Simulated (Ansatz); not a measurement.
# CH7ClSi2Zn: two geometries relaxed

Aim: relax the geometries before and after the rotation by 120° about the Si4–Zn5 bond, and see whether they are two minima and how far apart in energy. SMILES of the start: C[SiH](Cl)[SiH2][ZnH].

Program: Ansatz 0.2.0. Level of theory: RKS PBE0-D4/def2-SVP. These are calculated values, not measurements.

**1. The starting structure**

Bond lengths: C1–Si2 1.829 Å, Si2–Cl3 2.072 Å, Si2–Si4 2.250 Å, Si4–Zn5 2.433 Å, C1–H6 1.188 Å, C1–H7 1.089 Å, C1–H8 1.083 Å, Si2–H9 1.515 Å, Si4–H10 1.395 Å, Si4–H11 1.489 Å, Zn5–H12 1.181 Å. Angles (14 of 19 angles, heavy atoms first): C1–Si2–Cl3 107.2°, C1–Si2–Si4 112.5°, Cl3–Si2–Si4 108.3°, Si2–Si4–Zn5 110.1°, C1–Si2–H9 109.7°, Cl3–Si2–H9 109.9°, Si4–Si2–H9 109.3°, Si2–C1–H6 107.9°, Si2–C1–H7 111.4°, Si2–C1–H8 110.0°, Si2–Si4–H10 110.8°, Si2–Si4–H11 106.5°, Zn5–Si4–H10 110.2°, Zn5–Si4–H11 105.6°.

Structure file:

```xyz
12

C    -1.0891   -0.7844    1.1017
Si    0.6479   -0.3046    0.7880
Cl    1.8050   -2.0083    1.0157
Si    0.9586    0.4855   -1.2953
Zn   -0.4493    2.4336   -1.6707
H    -1.7655    0.1827    0.9666
H    -1.2261   -1.1312    2.1244
H    -1.4183   -1.4947    0.3537
H     1.0768    0.7463    1.7908
H     2.2983    0.8112   -1.5067
H     0.4493   -0.5608   -2.2235
H    -1.2109    1.5695   -1.4107
```

**2. Relaxing end A**

Contents of input.yaml:

```yaml
crystal:
  periodic: [false, false, false]
  atoms:
    - { symbol: C, position_ang: [-1.0891, -0.7844, 1.1017] }
    - { symbol: Si, position_ang: [0.6479, -0.3046, 0.788] }
    - { symbol: Cl, position_ang: [1.805, -2.0083, 1.0157] }
    - { symbol: Si, position_ang: [0.9586, 0.4855, -1.2953] }
    - { symbol: Zn, position_ang: [-0.4493, 2.4336, -1.6707] }
    - { symbol: H, position_ang: [-1.7655, 0.1827, 0.9666] }
    - { symbol: H, position_ang: [-1.2261, -1.1312, 2.1244] }
    - { symbol: H, position_ang: [-1.4183, -1.4947, 0.3537] }
    - { symbol: H, position_ang: [1.0768, 0.7463, 1.7908] }
    - { symbol: H, position_ang: [2.2983, 0.8112, -1.5067] }
    - { symbol: H, position_ang: [0.4493, -0.5608, -2.2235] }
    - { symbol: H, position_ang: [-1.2109, 1.5695, -1.4107] }
basis:
  gaussian: { orbitals: def2-SVP }
hamiltonian:
  xc: pbe0
  dispersion: d4
relax:
  f_tol: 0.015
  max_steps: 40
```

Started as:

```
$ ansatz run input.yaml --threads 2 --pin off --max-ram 3072MiB --backend cpu --events-out ev --progress --plain --runs-dir out
```

Standard output (excerpt; [...] marks lines left out):

```text
Warning: RAYON_NUM_THREADS=2 ignored (pool sized by the plan → 2); use --threads N
[...]
Functional definition: PBE0
[...]
1371 factors; integrals over basis functions are off by at most 5.1e-4 eV
[...]
mean field -77809.91535587 eV, -2859.4616478734 hartree, gradient 3.5e-5 eV, S^2 0.000000; 0 other end points of the search recorded, 0 dependent functions left out
[...]
reference -77809.91539238 eV, -2859.4616492149 hartree; 44, 44 occupied and 90, 90 virtual orbitals, 1371 factors
relax step   1: F+E_penalty+E_count = -77810.23058422 eV  Δ(F+E_penalty+E_count) = +0.000e0 eV  max|allowed force component| = 1.004e1 eV/Å  Δτ_max = 0.0000 Å  (31 SCF iters, accepted)
[...]
relax step   4: F+E_penalty+E_count = -77813.87797777 eV  Δ(F+E_penalty+E_count) = -5.358e-1 eV  max|allowed force component| = 1.093e0 eV/Å  Δτ_max = 0.1948 Å  (30 SCF iters, accepted)
[...]
relax step   7: F+E_penalty+E_count = -77814.68626302 eV  Δ(F+E_penalty+E_count) = -1.844e-1 eV  max|allowed force component| = 4.541e-1 eV/Å  Δτ_max = 0.2000 Å  (29 SCF iters, accepted)
[...]
relax step  10: F+E_penalty+E_count = -77814.93867948 eV  Δ(F+E_penalty+E_count) = -2.884e-2 eV  max|allowed force component| = 2.718e-1 eV/Å  Δτ_max = 0.2000 Å  (28 SCF iters, accepted)
[...]
relax step  11: F+E_penalty+E_count = -77814.96772382 eV  Δ(F+E_penalty+E_count) = -2.904e-2 eV  max|allowed force component| = 2.063e-1 eV/Å  Δτ_max = 0.1454 Å  (29 SCF iters, accepted)
[...]
relax step  12: F+E_penalty+E_count = -77814.98188560 eV  Δ(F+E_penalty+E_count) = -1.416e-2 eV  max|allowed force component| = 1.138e-1 eV/Å  Δτ_max = 0.1846 Å  (28 SCF iters, accepted)
[...]
1371 factors; integrals over basis functions are off by at most 9.1e-4 eV
[...]
mean field -77814.69695447 eV, -2859.6373683807 hartree, gradient 1.9e-5 eV, S^2 0.000000; 0 other end points of the search recorded, 0 dependent functions left out
[...]
reference -77814.69699275 eV, -2859.6373697875 hartree; 44, 44 occupied and 90, 90 virtual orbitals, 1371 factors
```

**3. The log goes on: end point A relaxed**

Output, continued (excerpt; [...] marks lines left out):

```text
relax step  13: F+E_penalty+E_count = -77814.99016069 eV  Δ(F+E_penalty+E_count) = -8.275e-3 eV  max|allowed force component| = 5.565e-2 eV/Å  Δτ_max = 0.1413 Å  (29 SCF iters, accepted)
[...]
relax step  15: F+E_penalty+E_count = -77814.99835680 eV  Δ(F+E_penalty+E_count) = -2.800e-3 eV  max|allowed force component| = 1.063e-1 eV/Å  Δτ_max = 0.1524 Å  (27 SCF iters, accepted)
[...]
relax step  17: F+E_penalty+E_count = -77815.00008170 eV  Δ(F+E_penalty+E_count) = -2.925e-4 eV  max|allowed force component| = 1.311e-1 eV/Å  Δτ_max = 0.0285 Å  (29 SCF iters, accepted)
[...]
relax step  19: F+E_penalty+E_count = -77815.00189294 eV  Δ(F+E_penalty+E_count) = -4.499e-4 eV  max|allowed force component| = 2.429e-2 eV/Å  Δτ_max = 0.0441 Å  (28 SCF iters, accepted)
[...]
Atom 2 at     2.055907    -1.885306     1.213982 Å, force     0.000231     0.001089     0.000669 eV/Å
Atom 3 at     0.881862     0.396909    -1.340570 Å, force    -0.000268    -0.001349    -0.000760 eV/Å
Atom 4 at    -0.630022     2.174465    -1.799019 Å, force    -0.000843     0.001082    -0.000017 eV/Å
Atom 5 at    -1.790070    -0.221727     1.122329 Å, force     0.000190     0.001001    -0.000760 eV/Å
Atom 6 at    -1.088214    -1.413587     2.251445 Å, force    -0.002413     0.000319     0.000283 eV/Å
Atom 7 at    -1.292723    -1.832581     0.529434 Å, force     0.000275     0.000392    -0.000098 eV/Å
Atom 8 at     1.005214     0.746070     1.823636 Å, force     0.001312     0.002991     0.003678 eV/Å
Atom 9 at     2.307780     0.808725    -1.556075 Å, force     0.002612     0.001252    -0.000620 eV/Å
Atom 10 at     0.620710    -0.788780    -2.223729 Å, force    -0.000530    -0.001667    -0.001626 eV/Å
Atom 11 at    -1.635682     3.333869    -2.076902 Å, force    -0.000063     0.000649     0.000678 eV/Å
Dipole moment:    -0.373173     0.236898    -0.109202 e Å
```

It took 2.6 min on 2 threads of Intel Xeon Platinum 8259CL at 2.50GHz (Skylake/Cascade Lake), shared host; peak memory 0.41 GiB.

Relaxation path:

| step | energy from step 1 (eV) | largest force component (eV/Å) |
| --- | --- | --- |
| 1 | 0.0000 | 10.0389 |
| 2 | -2.0710 | 5.6607 |
| 3 | -3.1116 | 2.4977 |
| 4 | -3.6474 | 1.0929 |
| 5 | -4.0089 | 0.7365 |
| 6 | -4.2712 | 0.5827 |
| 7 | -4.4557 | 0.4541 |
| 8 | -4.5935 | 0.3503 |
| 9 | -4.6793 | 0.4271 |
| 10 | -4.7081 | 0.2718 |
| 11 | -4.7371 | 0.2063 |
| 12 | -4.7513 | 0.1138 |
| 13 | -4.7596 | 0.0557 |
| 14 | -4.7650 | 0.0604 |
| 15 | -4.7678 | 0.1063 |
| 16 | -4.7692 | 0.0483 |
| 17 | -4.7695 | 0.1311 |
| 18 | -4.7709 | 0.0103 |
| 19 | -4.7713 | 0.0243 |
| 20 | -4.7715 | 0.0359 |
| 21 | -4.7716 | 0.0199 |
| 22 | -4.7717 | 0.0037 |

Step 1 is the start.

After: Bond lengths: C1–Si2 1.875 Å, Si2–Cl3 2.089 Å, Si2–Si4 2.338 Å, Si4–Zn5 2.378 Å, C1–H6 1.102 Å, C1–H7 1.101 Å, C1–H8 1.100 Å, Si2–H9 1.496 Å, Si4–H10 1.500 Å, Si4–H11 1.501 Å, Zn5–H12 1.560 Å. Angles (14 of 19 angles, heavy atoms first): C1–Si2–Cl3 108.1°, C1–Si2–Si4 112.0°, Cl3–Si2–Si4 109.6°, Si2–Si4–Zn5 111.5°, C1–Si2–H9 109.7°, Cl3–Si2–H9 106.7°, Si4–Si2–H9 110.5°, Si2–C1–H6 110.5°, Si2–C1–H7 110.5°, Si2–C1–H8 110.7°, Si2–Si4–H10 107.8°, Si2–Si4–H11 106.6°, Zn5–Si4–H10 111.8°, Zn5–Si4–H11 111.5°.

**4. End point B**

The second end starts from a geometry with the move made by hand.

input.yaml: that of step 2 with these lines changed.

```diff
@@ -14,3 +14,3 @@
     - { symbol: H, position_ang: [0.4493, -0.5608, -2.2235] }
-    - { symbol: H, position_ang: [-1.2109, 1.5695, -1.4107] }
+    - { symbol: H, position_ang: [0.24923, 2.74781, -0.77202] }
 basis:
@@ -23 +23,3 @@
   max_steps: 40
+output:
+  orbitals: {}
```

Started as:

```
$ ansatz run input.yaml --threads 2 --pin off --max-ram 3072MiB --backend cpu --events-out ev --progress --plain --runs-dir out
```

Standard output (excerpt; [...] marks lines left out):

```text
Warning: RAYON_NUM_THREADS=2 ignored (pool sized by the plan → 2); use --threads N
[...]
[... 1 set-up line as earlier in the session ...]
[...]
1371 factors; integrals over basis functions are off by at most 5.1e-4 eV
[...]
mean field -77809.76472227 eV, -2859.4561121905 hartree, gradient 6.1e-5 eV, S^2 0.000000; 0 other end points of the search recorded, 0 dependent functions left out
[...]
reference -77809.76475963 eV, -2859.4561135634 hartree; 44, 44 occupied and 90, 90 virtual orbitals, 1371 factors
relax step   1: F+E_penalty+E_count = -77810.07736986 eV  Δ(F+E_penalty+E_count) = +0.000e0 eV  max|allowed force component| = 9.130e0 eV/Å  Δτ_max = 0.0000 Å  (31 SCF iters, accepted)
[...]
relax step   4: F+E_penalty+E_count = -77813.85623267 eV  Δ(F+E_penalty+E_count) = -5.535e-1 eV  max|allowed force component| = 1.242e0 eV/Å  Δτ_max = 0.1949 Å  (30 SCF iters, accepted)
[...]
relax step   7: F+E_penalty+E_count = -77814.71297550 eV  Δ(F+E_penalty+E_count) = -1.909e-1 eV  max|allowed force component| = 3.696e-1 eV/Å  Δτ_max = 0.1981 Å  (29 SCF iters, accepted)
[...]
relax step  10: F+E_penalty+E_count = -77814.97104559 eV  Δ(F+E_penalty+E_count) = -5.169e-2 eV  max|allowed force component| = 9.335e-2 eV/Å  Δτ_max = 0.2000 Å  (28 SCF iters, accepted)
[...]
relax step  11: F+E_penalty+E_count = -77814.98354509 eV  Δ(F+E_penalty+E_count) = -1.250e-2 eV  max|allowed force component| = 1.622e-1 eV/Å  Δτ_max = 0.1991 Å  (28 SCF iters, accepted)
[...]
relax step  12: F+E_penalty+E_count = -77814.99013002 eV  Δ(F+E_penalty+E_count) = -6.585e-3 eV  max|allowed force component| = 1.013e-1 eV/Å  Δτ_max = 0.0536 Å  (28 SCF iters, accepted)
[...]
1371 factors; integrals over basis functions are off by at most 1.2e-3 eV
[...]
mean field -77814.70906290 eV, -2859.6378133572 hartree, gradient 2.6e-5 eV, S^2 0.000000; 0 other end points of the search recorded, 0 dependent functions left out
[...]
reference -77814.70910161 eV, -2859.6378147801 hartree; 44, 44 occupied and 90, 90 virtual orbitals, 1371 factors
```

**5. More of the same log: end point B relaxed**

The log, continued (excerpt; [...] marks lines left out):

```text
relax step  13: F+E_penalty+E_count = -77814.99824658 eV  Δ(F+E_penalty+E_count) = -8.117e-3 eV  max|allowed force component| = 6.550e-2 eV/Å  Δτ_max = 0.1934 Å  (27 SCF iters, accepted)
[...]
relax step  19: F+E_penalty+E_count = -77815.00217932 eV  Δ(F+E_penalty+E_count) = -5.499e-5 eV  max|allowed force component| = 1.710e-2 eV/Å  Δτ_max = 0.0191 Å  (24 SCF iters, accepted)
[...]
relax step  20: F+E_penalty+E_count = -77815.00225550 eV  Δ(F+E_penalty+E_count) = -7.618e-5 eV  max|allowed force component| = 9.595e-3 eV/Å  Δτ_max = 0.0095 Å  (23 SCF iters, accepted)
1371 factors; integrals over basis functions are off by at most 9.5e-4 eV
[...]
mean field -77814.71370888 eV, -2859.6379840939 hartree, gradient 2.1e-5 eV, S^2 0.000000; 1 other end points of the search recorded, 0 dependent functions left out
[...]
Atom 2 at     1.710639    -2.340787     0.932607 Å, force    -0.003212     0.002506    -0.002347 eV/Å
Atom 3 at     1.039401     0.454067    -1.271390 Å, force     0.005279    -0.004448    -0.000227 eV/Å
Atom 4 at     0.009269     2.592074    -1.422327 Å, force    -0.003563     0.009595    -0.000771 eV/Å
Atom 5 at    -1.657386     0.138109     1.224492 Å, force     0.005253    -0.006213    -0.001666 eV/Å
Atom 6 at    -1.226703    -1.321034     2.159643 Å, force    -0.000116     0.003974    -0.003226 eV/Å
Atom 7 at    -1.551667    -1.449347     0.409893 Å, force     0.003836     0.004796     0.006246 eV/Å
Atom 8 at     1.296590     0.356528     1.905019 Å, force    -0.000467     0.001572    -0.003087 eV/Å
Atom 9 at     2.517562     0.531719    -1.515293 Å, force    -0.004151     0.000740     0.000084 eV/Å
Atom 10 at     0.469924    -0.505926    -2.275922 Å, force     0.002289     0.001819     0.002063 eV/Å
Atom 11 at    -0.677680     3.991044    -1.498191 Å, force     0.002153    -0.007266     0.000935 eV/Å
Dipole moment:    -0.311326     0.326931    -0.062909 e Å
```

It took 2.3 min on 2 threads of Intel Xeon Platinum 8259CL at 2.50GHz (Skylake/Cascade Lake), shared host; peak memory 0.41 GiB.

The steps of the relaxation:

| step | energy from step 1 (eV) | largest force component (eV/Å) |
| --- | --- | --- |
| 1 | 0.0000 | 9.1301 |
| 2 | -2.1513 | 4.1864 |
| 3 | -3.2253 | 2.2806 |
| 4 | -3.7789 | 1.2422 |
| 5 | -4.1608 | 0.6461 |
| 6 | -4.4448 | 0.5378 |
| 7 | -4.6356 | 0.3696 |
| 8 | -4.7680 | 0.1954 |
| 9 | -4.8420 | 0.2015 |
| 10 | -4.8937 | 0.0934 |
| 11 | -4.9062 | 0.1622 |
| 12 | -4.9128 | 0.1013 |
| 13 | -4.9209 | 0.0655 |
| 14 | -4.9212 | 0.1208 |
| 15 | -4.9238 | 0.0492 |
| 16 | -4.9245 | 0.0131 |
| 17 | -4.9246 | 0.0220 |
| 18 | -4.9248 | 0.0215 |
| 19 | -4.9248 | 0.0171 |
| 20 | -4.9249 | 0.0096 |

Step 1 is the start.

After: Bond lengths: C1–Si2 1.875 Å, Si2–Cl3 2.089 Å, Si2–Si4 2.338 Å, Si4–Zn5 2.378 Å, C1–H6 1.102 Å, C1–H7 1.101 Å, C1–H8 1.101 Å, Si2–H9 1.496 Å, Si4–H10 1.500 Å, Si4–H11 1.502 Å, Zn5–H12 1.560 Å. Angles (14 of 19 angles, heavy atoms first): C1–Si2–Cl3 108.1°, C1–Si2–Si4 112.0°, Cl3–Si2–Si4 109.6°, Si2–Si4–Zn5 111.5°, C1–Si2–H9 109.7°, Cl3–Si2–H9 106.6°, Si4–Si2–H9 110.6°, Si2–C1–H6 110.5°, Si2–C1–H7 110.5°, Si2–C1–H8 110.7°, Si2–Si4–H10 107.8°, Si2–Si4–H11 106.6°, Zn5–Si4–H10 111.7°, Zn5–Si4–H11 111.6°.

**6. Summary of results**

| quantity | value |
| --- | --- |
| end A | 21 moves, 4.772 eV lower |
| end B | 19 moves, 4.925 eV lower |
| largest difference between the ends | 0.04 Å |
| end B relative to end A | +0.000 eV |

In words: Both starts fell into the same minimum (no atom differs by more than 0.04 Å), so from this start no second minimum was found and no band was run; another arrangement could still be one.
